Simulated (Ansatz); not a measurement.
# CH7ClFNSi2: the cost of one run

Program: Ansatz 0.2.0. Level of theory: RKS B3LYP/def2-SVP. These are calculated values, not measurements.

### Step 1. The structure to begin with

Bond lengths: N1–Si2 1.697 Å, Si2–C3 1.808 Å, C3–Cl4 1.749 Å, C3–Si5 1.846 Å, Si5–F6 1.603 Å, N1–H7 0.980 Å, N1–H8 0.979 Å, Si2–H9 1.455 Å, Si2–H10 1.492 Å, C3–H11 1.089 Å, Si5–H12 1.505 Å, Si5–H13 1.441 Å. Angles (14 of 21 angles, heavy atoms first): N1–Si2–C3 110.5°, Si2–C3–Cl4 113.4°, Si2–C3–Si5 106.8°, Cl4–C3–Si5 108.3°, C3–Si5–F6 110.5°, N1–Si2–H9 106.9°, N1–Si2–H10 107.3°, C3–Si2–H9 111.3°, C3–Si2–H10 111.4°, Si2–N1–H7 112.5°, Si2–N1–H8 109.2°, Si2–C3–H11 114.0°, Cl4–C3–H11 104.6°, Si5–C3–H11 109.5°.

Structure file:

```xyz
13

N    -1.8906   -0.9532   -1.2781
Si   -0.8280    0.2346   -0.6962
C     0.4799   -0.5199    0.2982
Cl   -0.1245   -1.4687    1.6371
Si    1.4979    0.8618    0.9790
F     2.2596    1.6333   -0.2017
H    -1.4447   -1.5996   -1.8638
H    -2.3200   -1.3992   -0.5201
H    -0.2810    0.9174   -1.8588
H    -1.6363    1.1979    0.1066
H     1.1202   -1.2038   -0.2568
H     0.6989    1.8737    1.7559
H     2.4890    0.3910    1.9134
```

### Step 2. End point A

input.yaml reads:

```yaml
crystal:
  periodic: [false, false, false]
  atoms:
    - { symbol: "N", position_ang: [-1.8906, -0.9532, -1.2781] }
    - { symbol: Si, position_ang: [-0.828, 0.2346, -0.6962] }
    - { symbol: C, position_ang: [0.4799, -0.5199, 0.2982] }
    - { symbol: Cl, position_ang: [-0.1245, -1.4687, 1.6371] }
    - { symbol: Si, position_ang: [1.4979, 0.8618, 0.979] }
    - { symbol: F, position_ang: [2.2596, 1.6333, -0.2017] }
    - { symbol: H, position_ang: [-1.4447, -1.5996, -1.8638] }
    - { symbol: H, position_ang: [-2.32, -1.3992, -0.5201] }
    - { symbol: H, position_ang: [-0.281, 0.9174, -1.8588] }
    - { symbol: H, position_ang: [-1.6363, 1.1979, 0.1066] }
    - { symbol: H, position_ang: [1.1202, -1.2038, -0.2568] }
    - { symbol: H, position_ang: [0.6989, 1.8737, 1.7559] }
    - { symbol: H, position_ang: [2.489, 0.391, 1.9134] }
basis:
  gaussian: { orbitals: def2-SVP }
hamiltonian:
  xc: b3lyp
relax:
  f_tol: 0.015
  max_steps: 40
```

Command:

```console
ansatz run input.yaml --threads 2 --pin off --max-ram 3072MiB --backend cpu --events-out ev --progress --plain --runs-dir out
```

What time and memory should one allow on 2 threads of AMD EPYC 7B13 (Zen 3), shared host?

About 43 s, with a peak of 0.36 GiB.
